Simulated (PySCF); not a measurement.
# C4H6Te: the cost of one run

Programs: PySCF 2.14.0, with routines of our own; each step states its level. All values are computed. Atoms count from 0.

## 1. The starting structure

11 atoms, charge 0, multiplicity 1; geometry from: GFN2-xTB.

## 2. Relaxing the molecule at PBE0-D3(BJ)/def2-SVP

The job: settings as JSON, then the geometry in Å.

```
{"job": {"xc": "PBE0", "basis": "def2-SVP", "d3": "d3bj", "grid": 1, "maxiter": 30, "shake": 0.01, "kind": "geom"}, "charge": 0, "multiplicity": 1}
C     -0.611820     1.367280     0.098760
C     -0.009480     0.207830    -0.046610
C     -0.581730    -1.040150     0.553500
C      1.247020     0.139960    -0.782510
Te     2.311010    -1.494490    -1.122860
H     -1.557540     1.490570     0.641000
H     -0.228200     2.294660    -0.338120
H      0.171340    -1.459500     1.256550
H     -0.752130    -1.771270    -0.196180
H     -1.492380    -0.837990     1.099000
H      1.542010     1.077260    -1.178190
```

Launch:

```console
OMP_NUM_THREADS=1 python heavy_run.py task.json out
```

This one command runs all jobs of the session in turn.

**Question.** How long does this first job take on 1 thread of Intel Xeon Platinum 8259CL at 2.50GHz, shared host, and how much memory does it need?

About 82 s, with a peak of 0.48 GiB.
